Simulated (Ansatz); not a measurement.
# C₂H₇AlOSi: a ladder of functionals and wavefunction methods

An exercise on one series of results from a longer session: the logs are not shown, and one member is left open.

Computed with Ansatz 0.2.0, Gaussian basis. Level: functionals in def2-TZVPP, the program's frozen cores in correlated methods.

The runs, in order: PBE-D4, r2SCAN-D4, PBE0-D4, B3LYP-D4, ωB97X-V, ωB97M-V, B2PLYP; CCSD(T)/def2-TZVPP; MP2/def2-QZVPP; extrapolation to the limit.

### The relaxed structure

The geometry comes from an earlier relaxation with PBE0-D4 in a triple-zeta def2 set; it is a stationary point, not always the lowest conformer.

SMILES `O/C=[C](\[AlH2])[SiH3]`, 12 atoms, charge 0, spin multiplicity 1.

Atoms are counted from 1 here; the program's logs count them from 0.

Bond lengths: O1–C2 1.338 Å, O1–H6 0.970 Å, C2–C3 1.350 Å, C2–H7 1.091 Å, C3–Al4 1.922 Å, C3–Si5 1.849 Å, Al4–H8 1.580 Å, Al4–H9 1.601 Å, Si5–H10 1.491 Å, Si5–H11 1.490 Å, Si5–H12 1.490 Å. Angles: C2–O1–H6 109.6°, O1–C2–C3 127.8°, O1–C2–H7 108.9°, C3–C2–H7 123.3°, C2–C3–Al4 120.5°, C2–C3–Si5 117.0°, Al4–C3–Si5 122.5°, C3–Al4–H8 123.3°, C3–Al4–H9 115.8°, H8–Al4–H9 120.9°, C3–Si5–H10 110.1°, C3–Si5–H11 111.5°, C3–Si5–H12 111.5°, H10–Si5–H11 108.5°, H10–Si5–H12 108.5°, H11–Si5–H12 106.7°.

Coordinates:

```xyz
12
charge 0, multiplicity 1
O    -0.3637    2.2048    0.9818
C     0.4061    1.2743    0.4050
C     0.0488    0.0346    0.0077
Al   -1.7556   -0.5838    0.2444
Si    1.3652   -1.0109   -0.7618
H    -1.2651    1.8613    1.0878
H     1.4156    1.6715    0.2918
H    -2.2451   -2.0202   -0.1959
H    -2.7643    0.4556    0.9268
H     2.6522   -0.2589   -0.8131
H     0.9993   -1.4156   -2.1481
H     1.5834   -2.2678    0.0078
```

Set-up of the first run:

Input file in.yaml:

```yaml
crystal:
  periodic: [false, false, false]
  atoms:
    - {symbol: O, position_ang: [-0.363705, 2.204819, 0.981800]}
    - {symbol: C, position_ang: [0.406068, 1.274337, 0.404976]}
    - {symbol: C, position_ang: [0.048819, 0.034625, 0.007660]}
    - {symbol: Al, position_ang: [-1.755611, -0.583773, 0.244425]}
    - {symbol: Si, position_ang: [1.365241, -1.010938, -0.761826]}
    - {symbol: H, position_ang: [-1.265050, 1.861252, 1.087758]}
    - {symbol: H, position_ang: [1.415590, 1.671501, 0.291825]}
    - {symbol: H, position_ang: [-2.245096, -2.020248, -0.195890]}
    - {symbol: H, position_ang: [-2.764297, 0.455592, 0.926757]}
    - {symbol: H, position_ang: [2.652179, -0.258864, -0.813128]}
    - {symbol: H, position_ang: [0.999314, -1.415627, -2.148114]}
    - {symbol: H, position_ang: [1.583447, -2.267775, 0.007756]}
basis:
  gaussian: {orbitals: def2-TZVPP}
hamiltonian: {xc: pbe, dispersion: d4}
output: {forces: true, orbitals: {seedname: orbitals}}
```

Started as:

```sh
ansatz run in.yaml --threads 4 --pin off --events-out ev --progress --plain --max-ram 10444MiB
```

Steps of the session up to this table: PBE-D4 (GGA); r2SCAN-D4 (meta-GGA); PBE0-D4 (hybrid); B3LYP-D4 (hybrid); ωB97X-V (range-separated); ωB97M-V (range-separated); B2PLYP (double hybrid); CCSD(T) in def2-TZVPP; MP2 in def2-QZVPP.

One of the session's tables, all rows but one given; the rest of the session is left out.

| method | atomisation energy (kJ/mol) |
| --- | --- |
| PBE-D4 | 4186.0 |
| r2SCAN-D4 | 4151.5 |
| PBE0-D4 | 4122.1 |
| B3LYP-D4 | 4131.8 |
| ωB97X-V | 4152.1 |
| ωB97M-V | 4146.9 |
| B2PLYP | 4084.3 |
| HF/def2-TZVPP | 3025.0 |
| MP2/def2-TZVPP | 4081.8 |
| CCSD/def2-TZVPP | 3968.1 |
| CCSD(T)/def2-TZVPP | 4030.3 |
| MP2/CBS | 4189.6 |
| CCSD(T)/CBS | ? |

Q: Estimate the row for CCSD(T)/CBS from the others.

The run gave: atomisation energy (kJ/mol): 4138.1. In the column «atomisation energy (kJ/mol)» it lies between B3LYP-D4 (4131.8) and ωB97M-V (4146.9).
